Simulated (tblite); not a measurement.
# C14H20OSi: the cost of one run

Programs: PySCF 2.14.0 with density-fitted response routines of our own, and tblite 0.8.0. All values are computed, except where a source is named. Atoms count from 0 throughout.

## (1) The molecule as given

36 atoms, charge 0, multiplicity 1; geometry from: MMFF94s geometry.

Bonds of the start (Å): C0–C1 1.20, C0–H16 1.06, C10–C11 1.55, C10–H27 1.10, C10–H28 1.09, C11–C12 1.47, C11–C14 1.55, C11–H29 1.10, C12–C13 1.21, C13–H30 1.06, C14–H31 1.10, C14–H32 1.10, C14–Si15 1.87, C1–C2 1.48, C2–C10 1.56, C2–C3 1.53, C2–H17 1.10, C3–C4 1.55, C3–H18 1.11, C3–H19 1.10, C4–C5 1.49, C4–C7 1.54, C4–H20 1.10, C5–C6 1.20 and more.

## (2) GFN2-xTB relaxation, conformer 1

What the job is given:

```
{"job": {"xc": "GFN2-xTB", "basis": "xTB", "kind": "relax"}, "charge": 0, "multiplicity": 1}
C      2.068600     1.731200    -1.271200
C      1.300300     0.852600    -0.983700
C      0.381200    -0.246200    -0.608600
C      0.903200    -1.010200     0.607500
C      2.215400    -1.793800     0.368200
C      2.005700    -2.879700    -0.624800
C      1.846500    -3.755900    -1.426600
C      2.771700    -2.383900     1.677600
O      3.002200    -1.411800     2.690000
C      4.167400    -0.639700     2.474400
C     -1.028200     0.338500    -0.290500
C     -1.752200     0.961000    -1.506800
C     -2.113100    -0.098900    -2.466000
C     -2.393700    -0.961200    -3.265200
C     -3.039100     1.719000    -1.091100
Si    -2.814000     3.400400    -0.307400
H      2.729000     2.524100    -1.533100
H      0.282300    -0.938600    -1.457600
H      1.052100    -0.305600     1.447400
H      0.140100    -1.726000     0.957000
H      2.960800    -1.093100    -0.036500
H      1.697100    -4.534700    -2.134500
H      2.043600    -3.090200     2.098700
H      3.679400    -2.966900     1.494900
H      4.066400    -0.002000     1.587900
H      5.037900    -1.287900     2.376900
H      4.320000     0.015900     3.337300
H     -0.914600     1.092100     0.507400
H     -1.656100    -0.455600     0.125700
H     -1.075500     1.669300    -2.009100
H     -2.647700    -1.721900    -3.961600
H     -3.667300     1.868300    -1.978000
H     -3.628000     1.082800    -0.415400
H     -4.131900     4.009200    -0.037000
H     -2.052200     4.288500    -1.243400
H     -2.066300     3.289800     0.957000
```

Run with:

```sh
$ OMP_NUM_THREADS=1 python ens_run.py task.json out
```

The driver reads the study from task.json and runs its stages one after another.

**Question.** How long does this first job take on 1 thread of Intel Xeon Platinum 8488C, shared host?

About 7 s.
